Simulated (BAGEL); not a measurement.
**B3LYP/6-31G(d) (density fitting with qzvpp-jkfit, spherical functions) run of CH4BFOSi (SMILES O=CB[SiH2]F)**

What is the energy change on altering one bond length of CH4BFOSi at B3LYP/6-31G* (density fitting with qzvpp-jkfit, spherical functions)? 

The results are computed with BAGEL 1.2.2.

3 further runs of the same task are left out: 1 that didn't finish, 2 set aside as unsound or not needed. Runs told in other sessions of the task aren't counted.

### 1 The system as given

CH4BFOSi has 9 atoms, charge 0, and is taken as a singlet. SMILES: `O=CB[SiH2]F`. The shape is that of a PBE0-D4/def2-TZVP optimisation. This is one conformer, not always the lowest.

Bond lengths: O1–C2 1.227 Å, C2–B3 1.522 Å, B3–Si4 2.001 Å, Si4–F5 1.610 Å, C2–H6 1.099 Å, B3–H7 1.195 Å, Si4–H8 1.489 Å, Si4–H9 1.486 Å. Some angles: O1–C2–B3 90.0°, C2–B3–Si4 120.9°, B3–Si4–F5 110.9°, O1–C2–H6 122.9°, B3–C2–H6 147.1°, C2–B3–H7 117.0°, Si4–B3–H7 122.0°, B3–Si4–H8 109.8°, B3–Si4–H9 112.6°, F5–Si4–H8 107.4°.

### 2 The energy at B3LYP/6-31G(d) (density fitting with qzvpp-jkfit, spherical functions)

input.json reads:

```json
{ "bagel": [

{
  "title": "molecule",
  "basis": "6-31gs.json",
  "df_basis": "qzvpp-jkfit",
  "angstrom": true,
  "geometry": [
    { "atom": "O", "xyz": [      -0.789500,       0.780400,       1.703800 ] },
    { "atom": "C", "xyz": [      -0.128300,       1.442100,       0.910400 ] },
    { "atom": "B", "xyz": [       0.628100,       0.188700,       0.495800 ] },
    { "atom": "Si", "xyz": [      -0.077200,      -1.007600,      -0.945000 ] },
    { "atom": "F", "xyz": [      -1.360800,      -0.349200,      -1.659700 ] },
    { "atom": "H", "xyz": [      -0.262400,       2.525000,       0.778500 ] },
    { "atom": "H", "xyz": [       1.608700,      -0.084900,       1.121700 ] },
    { "atom": "H", "xyz": [       0.964000,      -1.202600,      -1.991900 ] },
    { "atom": "H", "xyz": [      -0.494200,      -2.338100,      -0.430900 ] }
  ]
},

{
  "title": "ks",
  "xc_func": "b3lyp"
},

{
  "title": "print",
  "file": "orbitals.molden",
  "orbitals": true
}

]}
```

The basis set 6-31G* is read from a file made from the Basis Set Exchange's data (not shown).

Command:

```console
$ BAGEL_NUM_THREADS=1 BAGEL input.json > input.out
```

The program printed:

```text
* using 1 threads per process

  ===============================================================
  ===============================================================

  *** Geometry ***

  { "atom" : "O", "xyz" : [     -1.491939,      1.474742,      3.219715 ] },
  { "atom" : "C", "xyz" : [     -0.242452,      2.725174,      1.720407 ] },
  { "atom" : "B", "xyz" : [      1.186937,      0.356591,      0.936926 ] },
  { "atom" : "Si", "xyz" : [     -0.145887,     -1.904088,     -1.785791 ] },
  { "atom" : "F", "xyz" : [     -2.571539,     -0.659892,     -3.136378 ] },
  { "atom" : "H", "xyz" : [     -0.495864,      4.771558,      1.471152 ] },
  { "atom" : "H", "xyz" : [      3.040002,     -0.160438,      2.119706 ] },
  { "atom" : "H", "xyz" : [      1.821696,     -2.272585,     -3.764145 ] },
  { "atom" : "H", "xyz" : [     -0.933903,     -4.418369,     -0.814283 ] },

  Number of auxiliary basis functions:      504

  Since a DF basis is specified, we compute 2- and 3-index integrals:
    o Being stored without compression. Storage requirement is 0.027 GB

  Number of basis functions:       82
  Number of electrons      :       46

    * METHOD: MOLECULE                             0.28

  *** Kohn-Sham DFT ***

    * Removing 16973 points whose weight is below 1.00e-10
    * Grid points: 117181

  === Nuclear Repulsion ===
   199.7695794921

       - DIIS with orbital gradients will be used.

  === KS iteration (b3lyp / 6-31gs.json) ===
      0       -501.13707687          0.12622701           0.44
      1       -477.14469520          0.16488034           0.42
      2       -466.93837249          0.15935248           0.42
      3       -505.45224995          0.14577204           0.42
      4       -512.99778063          0.12153421           0.42
      5       -528.22404395          0.05347065           0.43
      6       -529.31639231          0.03065646           0.44
      7       -529.80336615          0.01665387           0.41
      8       -529.85045009          0.01307565           0.42
      9       -529.91330084          0.00337093           0.42
     10       -529.91759006          0.00046342           0.43
     11       -529.91768584          0.00014699           0.43
     12       -529.91769548          0.00003370           0.42
     13       -529.91769603          0.00000640           0.44
     14       -529.91769605          0.00000187           0.44
     15       -529.91769605          0.00000090           0.44
     16       -529.91769605          0.00000022           0.44
     17       -529.91769605          0.00000010           0.43
     18       -529.91769605          0.00000006           0.43
     19       -529.91769605          0.00000002           0.43
     20       -529.91769605          0.00000001           0.43
    * SCF iteration converged.

    * Permanent dipole moment:
           (   -0.584273,    -0.616910,    -0.083874) a.u.

    * METHOD: KS                                   9.66

    * METHOD: PRINT                                0.02

  ===============================================================
```

Run time: 10 s. Hardware: 1 thread of Arm Neoverse V1, shared host; peak memory 0.46 GiB.

### 3 The distorted shape

input.json reads:

```json
{ "bagel": [

{
  "title": "molecule",
  "basis": "6-31gs.json",
  "df_basis": "qzvpp-jkfit",
  "angstrom": "true",
  "geometry": [
    { "atom": "O", "xyz": [   -0.596987,    0.681654,    1.810990 ] },
    { "atom": "C", "xyz": [    0.064213,    1.343354,    1.017590 ] },
    { "atom": "B", "xyz": [    0.820613,    0.089954,    0.602990 ] },
    { "atom": "Si", "xyz": [    0.115313,   -1.106346,   -0.837810 ] },
    { "atom": "F", "xyz": [   -1.360800,   -0.349200,   -1.659700 ] },
    { "atom": "H", "xyz": [   -0.069887,    2.426254,    0.885690 ] },
    { "atom": "H", "xyz": [    1.801213,   -0.183646,    1.228890 ] },
    { "atom": "H", "xyz": [    1.156513,   -1.301346,   -1.884710 ] },
    { "atom": "H", "xyz": [   -0.301687,   -2.436846,   -0.323710 ] }
  ]
},
{ "title": "ks", "xc_func": "b3lyp" },
{ "title": "print", "file": "orbitals.molden", "orbitals": "true" }

]}
```

The basis set 6-31G* is read from a file made from the Basis Set Exchange's data (not shown).

Command:

```console
$ BAGEL_NUM_THREADS=1 BAGEL input.json > input.out
```

The program printed:

```text
* using 1 threads per process

  ===============================================================
  ===============================================================

  *** Geometry ***

  { "atom" : "O", "xyz" : [     -1.128142,      1.288139,      3.422275 ] },
  { "atom" : "C", "xyz" : [      0.121345,      2.538571,      1.922966 ] },
  { "atom" : "B", "xyz" : [      1.550734,      0.169988,      1.139486 ] },
  { "atom" : "Si", "xyz" : [      0.217910,     -2.090691,     -1.583231 ] },
  { "atom" : "F", "xyz" : [     -2.571539,     -0.659892,     -3.136378 ] },
  { "atom" : "H", "xyz" : [     -0.132067,      4.584956,      1.673712 ] },
  { "atom" : "H", "xyz" : [      3.403799,     -0.347041,      2.322266 ] },
  { "atom" : "H", "xyz" : [      2.185493,     -2.459188,     -3.561586 ] },
  { "atom" : "H", "xyz" : [     -0.570106,     -4.604972,     -0.611723 ] },

  Number of auxiliary basis functions:      504

  Since a DF basis is specified, we compute 2- and 3-index integrals:
    o Being stored without compression. Storage requirement is 0.027 GB

  Number of basis functions:       82
  Number of electrons      :       46

    * METHOD: MOLECULE                             0.28

  *** Kohn-Sham DFT ***

    * Removing 16717 points whose weight is below 1.00e-10
    * Grid points: 117437

  === Nuclear Repulsion ===
   192.9605805972

       - DIIS with orbital gradients will be used.

  === KS iteration (b3lyp / 6-31gs.json) ===
      0       -502.29552695          0.12256718           0.46
      1       -477.17375836          0.16195170           0.46
      2       -464.60397162          0.14526056           0.44
      3       -497.01172095          0.16425546           0.43
      4       -522.99397231          0.08160356           0.42
      5       -527.32203909          0.06264044           0.42
      6       -529.74420025          0.01565270           0.43
      7       -529.80526784          0.01489946           0.44
      8       -529.87221521          0.00776238           0.43
      9       -529.89436947          0.00250675           0.43
     10       -529.89717691          0.00069573           0.43
     11       -529.89742625          0.00007443           0.43
     12       -529.89742834          0.00004369           0.43
     13       -529.89742919          0.00001142           0.43
     14       -529.89742926          0.00000470           0.42
     15       -529.89742926          0.00000360           0.43
     16       -529.89742927          0.00000085           0.44
     17       -529.89742927          0.00000040           0.44
     18       -529.89742927          0.00000014           0.44
     19       -529.89742927          0.00000007           0.44
     20       -529.89742927          0.00000003           0.44
     21       -529.89742927          0.00000003           0.43
     22       -529.89742927          0.00000001           0.43
     23       -529.89742927          0.00000000           0.44
    * SCF iteration converged.

    * Permanent dipole moment:
           (   -0.913729,    -0.500513,    -0.317393) a.u.

    * METHOD: KS                                  11.10

    * METHOD: PRINT                                0.02

  ===============================================================
```

Run time: 12 s. Hardware: 1 thread of Arm Neoverse V1, shared host; peak memory 0.46 GiB.

### 4 Results

At B3LYP/6-31G* (density fitting with qzvpp-jkfit, spherical functions):

| quantity | value |
| --- | --- |
| first shape: total energy | -529.91770 Eh |
| first shape: dipole moment | 2.17 D |
| first shape: HOMO energy | -7.71 eV |
| first shape: LUMO energy | -1.79 eV |
| first shape: HOMO–LUMO gap | 5.92 eV |
| distorted shape: total energy | -529.89743 Eh |
| distorted shape: dipole moment | 2.77 D |
| distorted shape: HOMO energy | -7.89 eV |
| distorted shape: LUMO energy | -1.91 eV |
| distorted shape: HOMO–LUMO gap | 5.98 eV |
| energy change with the Si4–F5 bond stretched from 1.610 to 1.851 Å | 0.551 eV |

**Reading.** With the Si4–F5 bond stretched from 1.610 to 1.851 Å the energy rises by 0.55 eV (12.7 kcal/mol). The first shape isn't relaxed at this level, so the change isn't measured from a minimum.
